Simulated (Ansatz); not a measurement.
# SiHF₃ + HCl: a complex and its separated parts

The complex below is one end of an elementary step. How strongly is it bound against its free parts?

The runs use Ansatz 0.2.0, Gaussian basis; PBE0-D4/def2-TZVP structures, single points in def2-TZVPP, no counterpoise correction.

Levels: SPW92, PBE-D4, BLYP-D4, r2SCAN-D4, B97M-V, PBE0-D4, B3LYP-D4, r2SCAN0-D4, BHLYP-D4, CAM-B3LYP-D4, wB97X-V, wB97M-V, B2PLYP, PBE-QIDH, RPA on PBE, Hartree-Fock, MP2, CCSD, CCSD(T).

Correlated methods freeze the cores. B3LYP uses VWN-RPA correlation. B2PLYP carries no dispersion term here.

94 further runs of the same task are left out: 94 set aside as unsound or not needed.

**1. Starting geometry**

The complex: 7 atoms, charge 0, spin multiplicity 1.

Atoms are counted from 1 here; the program's logs count them from 0.

Bond lengths: Si1–F2 1.582 Å, Si1–F3 1.570 Å, Si1–F4 1.570 Å, Si1–H5 1.460 Å, H6–Cl7 1.282 Å. Angles: F2–Si1–F3 107.7°, F2–Si1–F4 107.7°, F2–Si1–H5 110.1°, F3–Si1–F4 108.8°, F3–Si1–H5 111.2°, F4–Si1–H5 111.2°.

Geometry (Å):

| atom | x (Å) | y (Å) | z (Å) |
| --- | --- | --- | --- |
| Si1 | -0.90574 | -0.77744 | -0.08652 |
| F2 | 0.29531 | -0.09359 | 0.68277 |
| F3 | -0.31786 | -1.48387 | -1.35990 |
| F4 | -1.88741 | 0.35842 | -0.54668 |
| H5 | -1.57940 | -1.73609 | 0.78496 |
| H6 | 1.79766 | 1.40179 | 0.44951 |
| Cl7 | 2.59744 | 2.33078 | 0.07576 |

Its parts: SiHF₃ holds atoms 1, 2, 3, 4, 5; HCl holds atoms 6, 7. Each part counts its atoms afresh in its own runs.

**2. Relaxing SiHF₃ alone**

Contents of relax-a/in.yaml:

```yaml
crystal:
  periodic: [false, false, false]
  atoms:
    - {symbol: Si, position_ang: [-0.905740, -0.777442, -0.086518]}
    - {symbol: F, position_ang: [0.295315, -0.093589, 0.682770]}
    - {symbol: F, position_ang: [-0.317864, -1.483869, -1.359898]}
    - {symbol: F, position_ang: [-1.887408, 0.358420, -0.546677]}
    - {symbol: H, position_ang: [-1.579396, -1.736091, 0.784957]}
basis:
  gaussian: {orbitals: def2-TZVP}
hamiltonian: {xc: pbe0, dispersion: d4}
relax: {f_tol: 0.005, max_steps: 200}
```

The run is started by

```bash
ansatz run in.yaml --threads 4 --pin off --events-out ev --progress --plain --max-ram 9574MiB
```

Further steps of the session: Relaxing HCl alone; SPW92/def2-TZVPP; PBE-D4/def2-TZVPP; BLYP-D4/def2-TZVPP; r2SCAN-D4/def2-TZVPP; B97M-V/def2-TZVPP; PBE0-D4/def2-TZVPP; B3LYP-D4/def2-TZVPP; r2SCAN0-D4/def2-TZVPP; BHLYP-D4/def2-TZVPP; CAM-B3LYP-D4/def2-TZVPP; wB97X-V/def2-TZVPP; wB97M-V/def2-TZVPP; B2PLYP/def2-TZVPP; PBE-QIDH/def2-TZVPP; RPA on PBE/def2-TZVPP; CCSD(T)/def2-TZVPP; Vibrations of SiHF₃; Vibrations of HCl.

**Question.** What will these runs give? Wanted: complex less parts, CCSD(T)/def2-TZVPP; with zero-point energy; largest T1 diagnostic.

As calculated:

| quantity | value |
| --- | --- |
| complex less parts, CCSD(T)/def2-TZVPP | -7.5 kJ/mol |
| with zero-point energy | -4.7 kJ/mol |
| largest T1 diagnostic | 0.012 |

In words: At CCSD(T) the complex lies 7.5 kJ/mol below its parts. The functionals run from wB97M-V, off by -0.4 kJ/mol, to SPW92, off by -5.4 kJ/mol, against CCSD(T). By rung, the mean size of the error is: LDA 5.4, GGA 2.2, meta-GGA 0.7, hybrid 1.6, range-separated hybrid 1.2, double hybrid 0.8 kJ/mol. PBE-D4 gives a relative energy 2.3 kJ/mol too low, an error of 30 % of the reference. No counterpoise was applied, and triple zeta lacks some correlation, so the CCSD(T) reference has a basis error of its own, and close matches with it are partly luck.
